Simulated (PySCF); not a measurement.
# C6H7NSe: the cost of one run

Programs: PySCF 2.14.0, with routines of our own; each step states its level. All values are computed. Atoms count from 0.

## (1) The starting structure

15 atoms, charge 0, multiplicity 1; geometry from: GFN2-xTB.

## (2) Optimising the geometry at B3LYP/def2-SV(P)

What the job is given:

```
{"job": {"xc": "B3LYP", "basis": "def2-SV(P)", "grid": 1, "kind": "geom"}, "charge": 0, "multiplicity": 1}
C     -1.357442     0.737870    -1.078931
C     -0.970199    -0.306327    -0.340980
C     -1.293144    -1.624919    -0.755955
N     -1.539102    -2.691386    -1.094846
C     -0.224590    -0.207408     0.919739
C     -0.336992    -1.102838     1.896854
Se     0.909413     1.342887     1.165441
C      2.008384     1.134163    -0.442320
H     -1.923402     0.611492    -1.986191
H     -1.131019     1.746436    -0.770637
H      0.209054    -0.995782     2.818872
H     -0.994332    -1.954107     1.812537
H      1.383412     1.177982    -1.330909
H      2.535382     0.184645    -0.390247
H      2.720164     1.955281    -0.444339
```

Run with:

```
$ OMP_NUM_THREADS=1 python excited_run.py task.json out
```

This one command runs all jobs of the session in turn.

**Question.** How long does this first job take on 1 thread of Arm Neoverse V2, shared host, and how much memory does it need?

About 74 s, with a peak of 0.68 GiB.
